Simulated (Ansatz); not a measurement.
# Rh: the cost of one run

Method: DFT r2SCAN, scalar-relativistic, plane waves, PAW, in Ansatz 0.2.0.

**1. Starting point**

Symmetry: I4/mmm, No. 139, tetragonal system. The conventional cell has a = 2.661 Å, b = 2.661 Å, c = 4.049 Å, α = 90.00°, β = 90.00°, γ = 90.00°. Rh (site symmetry 4/mmm) has 12 Rh at 2.66 to 2.76 Å as nearest neighbours.

Coordinates:

```cif
data_structure
_symmetry_space_group_name_H-M 'P 1'
_symmetry_Int_Tables_number 1
_cell_length_a 2.7642
_cell_length_b 2.7642
_cell_length_c 2.7642
_cell_angle_alpha 122.442
_cell_angle_beta 122.442
_cell_angle_gamma 85.820
_cell_volume 14.34
loop_
_atom_site_label
_atom_site_type_symbol
_atom_site_fract_x
_atom_site_fract_y
_atom_site_fract_z
_atom_site_occupancy
Rh1 Rh 0.00000 0.00000 0.00000 1
```

This is candidate A: indium (bct) type (I4/mmm, No. 139).

(A quick probe on a coarse mesh, which set the mesh and smearing, is not shown.)

**3. Coarse relaxation (candidate A)**

input.yaml

```yaml
crystal:
  lattice:
    - [-1.3307474527, 1.3307474527, 2.024538118]
    - [1.3307474527, -1.3307474527, 2.024538118]
    - [1.3307474527, 1.3307474527, -2.024538118]
  atoms:
    - { symbol: Rh, position: [0.0, 0.0, 0.0] }
basis:
  ecutwfc: 500
kpoints:
  mp_grid: { grid: [8, 8, 8] }
hamiltonian:
  xc: r2scan
scf:
  occupations: { method: gaussian, width: 0.1 }
  lower_state_search: "off"
output:
  forces: true
  stress: true
  eigenvalues: true
relax:
  adjacent_minimum: "off"
  f_tol: 0.04
  max_steps: 70
  cell: { stress_tol: 0.4 }
```

What time and memory should one allow on 1 thread of an x86-64 CPU, shared host?

About 8.7 s, with a peak of 0.4 GiB.
